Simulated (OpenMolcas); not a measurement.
# One shape, several levels: CH6FNSn (SMILES [CH3][SnH]([NH2])[F])

Aim: a comparison of 5 runs (HF/STO-3G, HF/3-21G, B2PLYP/def2-SVP, BHLYP/def2-SVP, CCSD(T)/def2-SVP) of CH6FNSn. 

The calculation is run with OpenMolcas 26.06.

## Step 1: The structure to begin with

The species is CH6FNSn (10 atoms), meant as a singlet with charge 0. As SMILES, `[CH3][SnH]([NH2])[F]`. The coordinates come from a PBE0-D4/def2-TZVP relaxation. This is one conformer, not always the lowest.

Bond lengths: C1–Sn2 2.121 Å, Sn2–N3 2.000 Å, Sn2–F4 1.931 Å, C1–H5 1.090 Å, C1–H6 1.090 Å, C1–H7 1.089 Å, Sn2–H8 1.704 Å, N3–H9 1.008 Å, N3–H10 1.008 Å. Some angles: C1–Sn2–N3 111.9°, C1–Sn2–F4 103.5°, N3–Sn2–F4 105.0°, C1–Sn2–H8 120.3°, N3–Sn2–H8 111.0°, F4–Sn2–H8 103.2°, Sn2–C1–H5 108.9°, Sn2–C1–H6 110.7°, Sn2–C1–H7 109.4°, Sn2–N3–H9 117.9°.

## Step 2: Energy and forces at HF/STO-3G (run 1)

Input file job.inp:

```
* CH6FNSn Hartree-Fock
&GATEWAY
BasLib=$CurrDir
Coord
10
angstrom
C       -1.023300       1.186900       0.305600
Sn      -0.012600      -0.424100      -0.632800
N        1.522200      -1.085200       0.465800
F       -1.308600      -1.855400      -0.593400
H       -1.191500       0.935400       1.352900
H       -0.432400       2.100700       0.242800
H       -1.985300       1.342500      -0.181300
H        0.413300      -0.329300      -2.280300
H        1.719700      -0.610700       1.333200
H        2.381600      -1.312000      -0.009700
Basis=STO-3G
Group=NoSym
&SEWARD
&SCF
Thresholds=1e-10 1e-07 1e-07 1e-05
PrOrbitals=1 1
&ALASKA
```

The basis set STO-3G is read from a file made from the Basis Set Exchange's data (not shown).

Launch:

```sh
$ export MOLCAS_MEM=1860
$ pymolcas job.inp > job.log
```

The program printed:

```text
--- Start Module: gateway ---
[...]
--- Stop Module: gateway /rc=_RC_ALL_IS_WELL_ ---
[...]
      Basis functions           48
[...]
--- Start Module: scf ---
[...]
       Convergence after  12 Iterations
[...]
::    Total SCF energy                              -6156.0025174774
[...]
      Total spin, S                                     0.0000000000
[...]
      Total electronic charge=   78.000000
      Total            charge=   -0.000000
[...]
      Dipole Moment (debye):
      Origin of the operator (angstrom)=   -0.0961   -0.4967   -0.4475
                   X=  1.4177E+00               Y=  2.4358E+00               Z= -4.7552E-01           Total=  2.8582E+00
      Quadrupole Moment (debye*angstrom):
[...]
--- Stop Module: scf /rc=_RC_ALL_IS_WELL_ ---
[...]
--- Start Module: alaska ---
[...]
 *              Molecular gradients               *
 **************************************************
  Irreducible representation: a
 ------------------------------------------------------------------------------------------
                              X                       Y                       Z
 ------------------------------------------------------------------------------------------
  C1               -1.15155832791594E-02    7.37134794023575E-03    8.81044938239128E-03
  SN2               2.58171863842271E-03    3.05931042520946E-02    9.07810246022223E-03
  N3                3.78675064832628E-02   -6.19087827769960E-03    2.04732520848125E-02
  F4               -1.48653191467503E-02   -1.51615925921078E-02   -8.44623630182784E-04
  H5                8.71689754773808E-04   -6.81991895257103E-03    7.22557523119249E-03
  H6                9.70294644473269E-03    3.13780549840015E-03   -4.11234016368806E-03
  H7               -5.93988213937369E-03   -3.42292187001991E-03   -6.84772315359972E-03
  H8                4.15835163642519E-03   -5.57452377733259E-03   -2.47316970345146E-02
[...]
--- Stop Module: alaska /rc=_RC_ALL_IS_WELL_ ---
[...]
```

Run time: 6.6 s. Hardware: 1 thread of AMD EPYC 7R43 (Zen 3), shared host; peak memory 0.38 GiB.

## Step 3: Energy and forces at HF/3-21G (run 2)

Input file geom.xyz:

```xyz
10

C     -1.023300     1.186900     0.305600
Sn    -0.012600    -0.424100    -0.632800
N      1.522200    -1.085200     0.465800
F     -1.308600    -1.855400    -0.593400
H     -1.191500     0.935400     1.352900
H     -0.432400     2.100700     0.242800
H     -1.985300     1.342500    -0.181300
H      0.413300    -0.329300    -2.280300
H      1.719700    -0.610700     1.333200
H      2.381600    -1.312000    -0.009700
```

Input file run.input:

```
* CH6FNSn Hartree-Fock
>>> EXPORT MOLCAS_PRINT=2

&GATEWAY
  BASLIB=$CurrDir
  COORD=geom.xyz
  BASIS=3-21G
  GROUP=NoSym

&SEWARD

&SCF
  THRESHOLDS=1e-10 1e-07 1e-07 1e-05
  PRORBITALS=1 1

&ALASKA
```

The basis set 3-21G is read from a file made from the Basis Set Exchange's data (not shown).

Launch:

```sh
$ export MOLCAS_MEM=1860
$ pymolcas run.input > run.log
```

The program printed:

```text
--- Start Module: gateway ---
[...]
--- Stop Module: gateway /rc=_RC_ALL_IS_WELL_ ---
[...]
      Basis functions           70
[...]
--- Start Module: scf ---
[...]
       Convergence after  13 Iterations
[...]
::    Total SCF energy                              -6190.5190748407
[...]
      Total spin, S                                     0.0000000000
[...]
      Total electronic charge=   78.000000
      Total            charge=   -0.000000
[...]
      Dipole Moment (debye):
      Origin of the operator (angstrom)=   -0.0961   -0.4967   -0.4475
                   X=  2.4948E+00               Y=  3.7544E+00               Z=  1.2406E-01           Total=  4.5094E+00
      Quadrupole Moment (debye*angstrom):
[...]
--- Stop Module: scf /rc=_RC_ALL_IS_WELL_ ---
[...]
--- Start Module: alaska ---
[...]
 *              Molecular gradients               *
 **************************************************
  Irreducible representation: a
 ------------------------------------------------------------------------------------------
                              X                       Y                       Z
 ------------------------------------------------------------------------------------------
  C1               -1.31719104686567E-04   -7.32409347942919E-03   -7.01819471224496E-04
  SN2               1.59238204324605E-02    3.47348165208246E-02   -7.38002756690648E-03
  N3               -6.36709575525529E-03   -2.11228849284453E-02    8.18259681235389E-03
  F4               -1.11973535656880E-02   -1.19529696758498E-02    7.92472453585491E-04
  H5                7.44129053908527E-04   -3.51472622899994E-03    3.86366179959374E-03
  H6                5.00371067860828E-03    1.42230982846669E-03   -2.05027054088017E-03
  H7               -3.08596135671202E-03   -2.18901061729015E-03   -4.27389901115971E-03
  H8               -3.89199230007264E-03   -4.55743246308327E-03    7.79777661818493E-03
[...]
--- Stop Module: alaska /rc=_RC_ALL_IS_WELL_ ---
[...]
```

Run time: 8.7 s. Hardware: 1 thread of AMD EPYC 7R43 (Zen 3), shared host; peak memory 0.41 GiB.

Runs 3 to 4 aren't shown in full; the table further down has their settings and results.

## Step 4: The energy at CCSD(T)/def2-SVP (Cholesky decomposition, core potential) (run 5)

Input file struct.xyz:

```xyz
10

C     -1.023300     1.186900     0.305600
Sn    -0.012600    -0.424100    -0.632800
N      1.522200    -1.085200     0.465800
F     -1.308600    -1.855400    -0.593400
H     -1.191500     0.935400     1.352900
H     -0.432400     2.100700     0.242800
H     -1.985300     1.342500    -0.181300
H      0.413300    -0.329300    -2.280300
H      1.719700    -0.610700     1.333200
H      2.381600    -1.312000    -0.009700
```

Input file job.inp:

```
&GATEWAY
  BasLib
  $CurrDir
  Coord
  struct.xyz
  Basis
  def2-SVP
  Group
  NoSym

&SEWARD
  High

&SCF
  Thresholds
  1e-10 1e-07 1e-07 1e-05
  PrOrbitals
  1 1

&CHCC
  Frozen
  7
  Threshold
  1e-08
  MaxIterations
  80

&CHT3
  Frozen
  7
```

The basis set def2-SVP is read from a file made from the Basis Set Exchange's data (not shown).

Launch:

```sh
$ export MOLCAS_MEM=1860
$ pymolcas job.inp > job.log
```

The program printed:

```text
--- Start Module: gateway ---
[...]
--- Stop Module: gateway /rc=_RC_ALL_IS_WELL_ ---
[...]
      Basis functions           98
[...]
       Convergence after  14 Iterations
[...]
::    Total SCF energy                               -408.4615449431
[...]
      Total spin, S                                     0.0000000000
[...]
      Total electronic charge=   50.000000
      Total            charge=   -0.000000
[...]
      Dipole Moment (debye):
      Origin of the operator (angstrom)=   -0.0961   -0.4967   -0.4475
                   X=  2.3759E+00               Y=  3.7713E+00               Z=  1.7985E-01           Total=  4.4609E+00
      Quadrupole Moment (debye*angstrom):
[...]
--- Start Module: chcc ---
[...]
--- Stop Module: chcc /rc=_RC_ALL_IS_WELL_ ---
[...]
--- Start Module: cht3 ---
[...]
--- Stop Module: cht3 /rc=_RC_ALL_IS_WELL_ ---
[...]
```

It took 10 min on 1 thread of AMD EPYC 7R43 (Zen 3), shared host; peak memory 0.21 GiB.

## Step 5: The series

```tsv
run	level	task	frozen core orbitals	energy (Eh)	dipole moment (D) of the reference	HOMO energy (eV)	LUMO energy (eV)	wall time
1	HF/STO-3G	gradient	–	-6156.002517	2.86	-7.73	10.26	6.6 s
2	HF/3-21G	gradient	–	-6190.519075	4.51	-10.53	3.94	8.7 s
3	B2PLYP/def2-SVP (core potential)	energy	7	-410.015649	4.20	-8.54	1.52	45 s
4	BHLYP/def2-SVP (core potential)	gradient	–	-410.302628	4.21	-8.58	1.22	62 s
5	CCSD(T)/def2-SVP (Cholesky decomposition, core potential)	energy	7	-409.137930	4.46	-10.89	3.45	10 min
```

## Step 6: Results

| quantity | value |
| --- | --- |
| run 5: total energy | -409.13793 Eh |
| run 5: dipole moment (mean-field density) | 4.46 D |
| run 5: HOMO energy (Hartree–Fock orbitals) | -10.89 eV |
| run 5: LUMO energy (Hartree–Fock orbitals) | 3.45 eV |
| run 5: HOMO–LUMO gap (Hartree–Fock orbitals) | 14.35 eV |
| run 5: correlation energy (7 core orbitals frozen) | -676.4 mEh |
| run 5: (T) correction | -15.44 mEh |

Over runs 1, 2, 3, 4 the dipole moment (its size) runs from 2.86 D (HF/STO-3G) to 4.51 D (HF/3-21G). Over runs 1, 2, 3, 4 the HOMO–LUMO gap runs from 9.80 eV (BHLYP/def2-SVP) to 17.99 eV (HF/STO-3G). The two ends differ in method and basis and core potential. For B2PLYP the log adds the whole second-order term; the table takes 0.27 of it, as the functional is defined. Totals of different functionals can't be ranked against each other. Some runs of one species differ in core potentials or relativity; totals across that change don't compare. In run 1 the basis is minimal, so the values are rough. In runs 1, 2 relativity is left out where basis or elements ask for it. All runs together took 12 min, the longest 10 min.
